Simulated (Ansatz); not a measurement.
Task: harmonic frequencies at the relaxed geometry of CH₅ClO₂Si, SMILES CO[SiH](O)Cl, with Ansatz 0.2.0, Python API. Give the script and its output. Settings (for the species named): PBE, def2-SVP basis, multiplicity 1, D3BJ dispersion.

`ch5clo2si.xyz`
```text
10

C    -0.86130   -1.35200    0.13830
O     0.25750   -0.65250    0.57930
Si    0.39860    0.96510    0.23910
O     0.83460    1.18930   -1.35440
Cl    2.11090    1.57790    1.20950
H    -0.98320   -1.26730   -0.96820
H    -0.82550   -2.35340    0.43940
H    -1.77200   -0.85650    0.56950
H    -0.74410    1.76150    0.72630
H     1.66750    0.93680   -1.57590
```

The script, `run_freq.py`:
```python
import ansatz as az
import numpy as np

geometry = az.Crystal.molecule_from_extxyz("ch5clo2si.xyz")

calc = (
    geometry.calculation()
    .basis(gaussian="def2-SVP")
    .functional("pbe", dispersion="d3bj")
)
symbols = [site.symbol for site in geometry.cartesian_sites]
start = np.array([site.position_ang for site in geometry.cartesian_sites], dtype=float)
summary = calc.relax(force_tolerance=0.003).run(threads=1, pin="off").report
end = np.array(summary["positions_ang"])

print("final positions (A) and the move of each atom")
for symbol, xyz, old in zip(symbols, end, start):
    print(f"{symbol:2s} {xyz[0]:10.5f} {xyz[1]:10.5f} {xyz[2]:10.5f}   {np.linalg.norm(xyz - old):7.4f}")

minimum = az.Crystal.molecule()
for symbol, place in zip(symbols, end):
    minimum = minimum.atom(symbol, place.tolist())
vibrating = (
    minimum.calculation()
    .basis(gaussian="def2-SVP")
    .functional("pbe", dispersion="d3bj")
    .phonons(temperatures=(200, 600, 100))
)
vib = vibrating.run(threads=1, pin="off").report["vibrations"]
sums = vib["harmonic_sums"]
modes = [m["omega_inv_cm"] for m in sums["modes_at_gamma"] if m["rigid_motion"] == "no"]
print("frequencies (1/cm):", " ".join(f"{w:.0f}" for w in modes))
print("imaginary modes:", sum(w < 0 for w in modes), " zero-point energy:", round(sums["zero_point_energy_ev"], 4), "eV")
print("T (K)   F_vib (eV)   S_vib (meV/K)   C_vib (meV/K)")
for row in zip(sums["temperatures_k"], sums["vibrational_free_energy_ev"], vib["entropy_ev_per_k"], vib["heat_capacity_ev_per_k"]):
    print(f"{row[0]:6.1f} {row[1]:11.4f} {1000 * row[2]:13.4f} {1000 * row[3]:15.4f}")
```

Running `python run_freq.py` prints:
```text
final positions (A) and the move of each atom
C    -0.87142   -1.33390    0.12761    0.0233
O     0.24135   -0.60994    0.62950    0.0678
Si    0.48987    1.00030    0.28156    0.1066
O     0.72522    1.28816   -1.34270    0.1479
Cl    2.17108    1.50029    1.37917    0.1960
H    -0.87388   -1.37506   -0.98486    0.1544
H    -0.81663   -2.37141    0.51434    0.0776
H    -1.84060   -0.89438    0.45807    0.1362
H    -0.67306    1.84919    0.66416    0.1288
H     1.53108    0.89563   -1.72395    0.2055
frequencies (1/cm): 54 90 139 192 262 317 350 544 731 774 803 869 907 1107 1133 1167 1421 1422 1425 2238 2927 3000 3052 3755
imaginary modes: 0  zero-point energy: 1.7779 eV
T (K)   F_vib (eV)   S_vib (meV/K)   C_vib (meV/K)
 200.0      1.7259        0.5677          0.5721
 300.0      1.6553        0.8403          0.7847
 400.0      1.5585        1.0927          0.9736
 500.0      1.4373        1.3272          1.1282
 600.0      1.2936        1.5443          1.2526
```

What to keep in mind:
- The frequencies are harmonic and unscaled, in a modest basis.
- The result belongs to the one conformer reached from this start, and soft torsions count as harmonic oscillators.
- Timing: 4.6 min on 1 thread of Arm Neoverse N1, with other jobs on the host, peak memory 0.23 GiB.
